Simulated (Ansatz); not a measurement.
# CHFI− (SMILES F[CH-]I): single points off equilibrium

The atoms stand at a structure displaced at random from a GFN2-xTB minimum. How far do the functionals agree with CCSD(T) there?

Computed with Ansatz 0.2.0, Gaussian basis. Level: single points in def2-TZVPPD.

Correlated methods freeze the cores. Filled d shells of the heavier atoms are correlated. Core potentials replace the inner electrons past krypton, and spin-orbit coupling is left out.

**1. Starting geometry**

SMILES `F[CH-]I`, 4 atoms, charge -1, spin multiplicity 1.

Atoms are counted from 1 here; the program's logs count them from 0.

Bond lengths: F1–C2 1.440 Å, C2–I3 2.363 Å, C2–H4 1.092 Å. Angles: F1–C2–I3 102.7°, F1–C2–H4 110.7°, I3–C2–H4 96.2°.

As a file:

```xyz
4
charge -1, multiplicity 1
F    -0.1744   -1.1649    0.8087
C     0.4766   -0.3630   -0.1941
I    -1.2898    0.9737   -1.0169
H     1.0361    0.4527    0.2677
```

**2. CCSD(T)/def2-TZVPPD**

The input, run/in.yaml:

```yaml
crystal:
  periodic: [false, false, false]
  atoms:
    - {symbol: F, position_ang: [-0.174400, -1.164900, 0.808700]}
    - {symbol: C, position_ang: [0.476600, -0.363000, -0.194100]}
    - {symbol: I, position_ang: [-1.289800, 0.973700, -1.016900]}
    - {symbol: H, position_ang: [1.036100, 0.452700, 0.267700]}
basis:
  gaussian: {orbitals: "def2-TZVPPD.json"}
total_charge: -1
correlation: {method: ccsd_t}
output: {forces: true}
```

The basis file named in the input lies beside it (Basis Set Exchange, JSON).

No record of the launch command was kept for these runs.

**3. PBE0-D4/def2-TZVPPD**

Edit run/in.yaml of step 2 so:

```diff
@@ -10,3 +10,3 @@
 total_charge: -1
-correlation: {method: ccsd_t}
-output: {forces: true}
+hamiltonian: {xc: pbe0, dispersion: d4}
+output: {forces: true, orbitals: {seedname: orbitals}}
```

**4. wB97M-V/def2-TZVPPD**

Edit run/in.yaml of step 3 so:

```diff
@@ -10,3 +10,3 @@
 total_charge: -1
-hamiltonian: {xc: pbe0, dispersion: d4}
-output: {forces: true, orbitals: {seedname: orbitals}}
+hamiltonian: {xc: {name: wB97M-V}}
+output: {forces: true}
```

**5. r2SCAN-D4/def2-TZVPPD**

Edit run/in.yaml of step 4 so:

```diff
@@ -10,3 +10,3 @@
 total_charge: -1
-hamiltonian: {xc: {name: wB97M-V}}
+hamiltonian: {xc: r2scan, dispersion: d4}
 output: {forces: true}
```

**6. PBE-D4/def2-TZVPPD**

Edit run/in.yaml of step 5 so:

```diff
@@ -10,3 +10,3 @@
 total_charge: -1
-hamiltonian: {xc: r2scan, dispersion: d4}
+hamiltonian: {xc: pbe, dispersion: d4}
 output: {forces: true}
```

**7. CAM-B3LYP-D4/def2-TZVPPD**

Edit run/in.yaml of step 6 so:

```diff
@@ -10,3 +10,3 @@
 total_charge: -1
-hamiltonian: {xc: pbe, dispersion: d4}
+hamiltonian: {xc: {name: CAM-B3LYP}, dispersion: d4}
 output: {forces: true}
```

**8. LC-wPBE/def2-TZVPPD**

Edit run/in.yaml of step 7 so:

```diff
@@ -10,3 +10,3 @@
 total_charge: -1
-hamiltonian: {xc: {name: CAM-B3LYP}, dispersion: d4}
+hamiltonian: {xc: {name: LC-wPBE}}
 output: {forces: true}
```

(Steps that only read results are left out.)

Before running it: what results should come out? Wanted: RMS force component; RMS force error; HOMO and LUMO, PBE0-D4; T1 diagnostic.

The runs gave:

| quantity | value |
| --- | --- |
| RMS force component | 0.712 to 0.796 eV/Å over the methods |
| RMS force error | PBE0-D4 0.172, wB97M-V 0.102, r2SCAN-D4 0.085, PBE-D4 0.155, CAM-B3LYP-D4 0.150, LC-wPBE 0.215 eV/Å |
| HOMO and LUMO, PBE0-D4 | -0.28 and 3.27 eV |
| T1 diagnostic | 0.014 |

**Reading.** For forces r2SCAN-D4 does best and LC-wPBE worst. Frozen-core CCSD(T) forces in triple zeta carry basis errors of their own, and this is one geometry, so small gaps rank nothing.
